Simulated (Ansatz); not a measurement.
# C₂H₅AlFN: how energies converge with the basis set

The task here is to estimate one member of a computed series from the others.

Program: Ansatz 0.2.0, Gaussian basis. Level of theory: one geometry, several basis sets. These are calculated values, not measurements.

Levels to be run: PBE0-D4/def2-SVP; ωB97M-V/def2-SVP; PBE0-D4/def2-QZVPP; ωB97M-V/def2-QZVPP; the functionals' def2-TZVPP values are taken from earlier runs.

### The relaxed structure

The geometry comes from an earlier relaxation with PBE0-D4 in a triple-zeta def2 set; it is a stationary point, not always the lowest conformer.

SMILES `N/C=[CH]/[AlH][F]`, 10 atoms, charge 0, spin multiplicity 1.

Atoms are counted from 1 here; the program's logs count them from 0.

Bond lengths: N1–C2 1.357 Å, N1–H6 1.005 Å, N1–H7 1.003 Å, C2–C3 1.353 Å, C2–H8 1.089 Å, C3–Al4 1.893 Å, C3–H9 1.091 Å, Al4–F5 1.661 Å, Al4–H10 1.580 Å. Angles: C2–N1–H6 119.6°, C2–N1–H7 120.2°, H6–N1–H7 117.0°, N1–C2–C3 127.1°, N1–C2–H8 112.8°, C3–C2–H8 120.1°, C2–C3–Al4 120.2°, C2–C3–H9 116.9°, Al4–C3–H9 122.9°, C3–Al4–F5 116.5°, C3–Al4–H10 127.3°, F5–Al4–H10 116.2°.

Set-up of the first run:

Input file in.yaml:

```yaml
crystal:
  periodic: [false, false, false]
  atoms:
    - {symbol: N, position_ang: [-0.400741, 1.059932, 1.675450]}
    - {symbol: C, position_ang: [-0.409210, 0.287801, 0.560141]}
    - {symbol: C, position_ang: [0.652069, -0.041856, -0.211099]}
    - {symbol: Al, position_ang: [0.427141, -1.181604, -1.706101]}
    - {symbol: F, position_ang: [-1.116036, -1.722838, -1.998587]}
    - {symbol: H, position_ang: [0.431363, 1.565522, 1.923385]}
    - {symbol: H, position_ang: [-1.263002, 1.378693, 2.075343]}
    - {symbol: H, position_ang: [-1.398136, -0.101308, 0.322889]}
    - {symbol: H, position_ang: [1.618475, 0.376333, 0.074712]}
    - {symbol: H, position_ang: [1.541276, -1.671773, -2.713032]}
basis:
  gaussian: {orbitals: def2-SVP}
hamiltonian: {xc: pbe0, dispersion: d4}
output: {orbitals: {seedname: orbitals}}
```

Launch:

```bash
ansatz run in.yaml --threads 4 --pin off --events-out ev --progress --plain --max-ram 10444MiB
```

Among the steps run: PBE0-D4 in def2-SVP; ωB97M-V in def2-SVP; PBE0-D4 in def2-QZVPP; ωB97M-V in def2-QZVPP.

One table of the session follows, with a row left open; its other results are not shown here.

It belongs to the step «Functionals by basis». 

```
functional       basis  HOMO (eV)
   PBE0-D4    def2-SVP      -6.25
   PBE0-D4  def2-TZVPP      -6.38
   PBE0-D4  def2-QZVPP      -6.41
   ωB97M-V    def2-SVP          ?
   ωB97M-V  def2-TZVPP      -8.51
   ωB97M-V  def2-QZVPP      -8.54
```

**Question.** Estimate the row for ωB97M-V, def2-SVP.

As computed: HOMO (eV): -8.35. In the column «HOMO (eV)» it lies between ωB97M-V, def2-TZVPP (-8.51) and PBE0-D4, def2-QZVPP (-6.41).
